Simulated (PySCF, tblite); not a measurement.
# C₉H₈NP: geometry, infrared bands and NMR shifts

Aim: predict the infrared bands and NMR shifts of C₉H₈NP (`C#CP(C=C)c1cccnc1`).

The runs use tblite 0.8.0 and PySCF 2.14.0, with density-fitted response routines of our own; the level of theory stands in each step. All values are computed, except where a source is named. Atoms count from 0, in the outputs and in this text.

### Step 1. The starting structure

19 atoms, charge 0, multiplicity 1; geometry from: force field or distance geometry start.

Bonds of the start (Å): C0–C1 1.22, C1–P2 1.81, P2–C3 1.82, C3–C4 1.31, P2–C5 1.84, C5–C6 1.37, C6–C7 1.38, C7–C8 1.38, C8–N9 1.33, N9–C10 1.36, C10–C5 1.37, C0–H11 1.06, C3–H12 1.10, C4–H13 1.09, C4–H14 1.09, C6–H15 1.07, C7–H16 1.09, C8–H17 1.10, C10–H18 1.07.

### Step 2. Geometry optimisation with GFN2-xTB

What the job is given:

```
{"job": {"kind": "relax", "xc": "GFN2-xTB", "basis": "xTB"}, "charge": 0, "multiplicity": 1}
C      1.766200    -3.207100    -0.522200
C      1.458300    -2.061500    -0.814100
P      1.010300    -0.347300    -1.202300
C      2.277200     0.746200    -0.476100
C      2.170800     2.053000    -0.380900
C     -0.580200     0.054000    -0.367800
C     -1.039400    -0.861500     0.549000
C     -2.219700    -0.582000     1.203500
C     -2.884600     0.587300     0.901800
N     -2.397500     1.443900     0.007100
C     -1.236800     1.224300    -0.665100
H      2.012700    -4.208800    -0.271500
H      3.176800     0.261600    -0.059300
H      3.004800     2.592900     0.071700
H      1.317700     2.630100    -0.749500
H     -0.514800    -1.760000     0.776900
H     -2.601500    -1.299100     1.927300
H     -3.827700     0.783900     1.424900
H     -0.902300     1.959400    -1.360800
```

On the command line:

```bash
$ OMP_NUM_THREADS=1 python probes_run.py task.json out
```

The driver reads the jobs from task.json and runs them one after another.

**Question.** This job is followed by: GFN2-xTB harmonic vibrations, gas phase; GIAO PBE0/pcSseg-1 NMR shielding, non-relativistic, gas phase. Predict these results of the whole session: strongest single infrared mode (GFN2-xTB); zero-point energy (GFN2-xTB); 13C shifts against TMS (PBE0/pcSseg-1); 1H shifts against TMS (PBE0/pcSseg-1); 31P shifts against H3PO4 (PBE0/pcSseg-1); 15N shifts against NH3 (PBE0/pcSseg-1).

As calculated:

| quantity | value |
| --- | --- |
| strongest single infrared mode (GFN2-xTB) | 3087 cm⁻¹, 44 km/mol |
| zero-point energy (GFN2-xTB) | 85.8 kcal/mol |
| 13C shifts against TMS (PBE0/pcSseg-1) | 160.2, 156.0, 146.3, 145.3, 135.7, 130.1, 129.9, 106.5, 85.4 ppm |
| 1H shifts against TMS (PBE0/pcSseg-1) | 8.97, 8.90, 8.75, 7.60, 6.64, 5.88, 5.19, 2.87 ppm |
| 31P shifts against H3PO4 (PBE0/pcSseg-1) | -58.4 ppm |
| 15N shifts against NH3 (PBE0/pcSseg-1) | 356.7 ppm |

**Reading.** The optimisation took 118 steps and gained 0.691 eV; among the close pairs (by a distance rule), C1–P2 changed most, from 1.814 to 1.768 Å. No mode is imaginary among the 51: a minimum at this level. Unscaled tight-binding wavenumbers are off by several per cent, some by more. Its intensities can rank the bands wrongly. At PBE0/pcSseg-1: Shielding is most anisotropic at N9 (span 705 ppm, paramagnetic term -420 ppm). NICS(1)zz of -28 ppm above the planar ring from C5 marks a diatropic (aromatic) ring current.
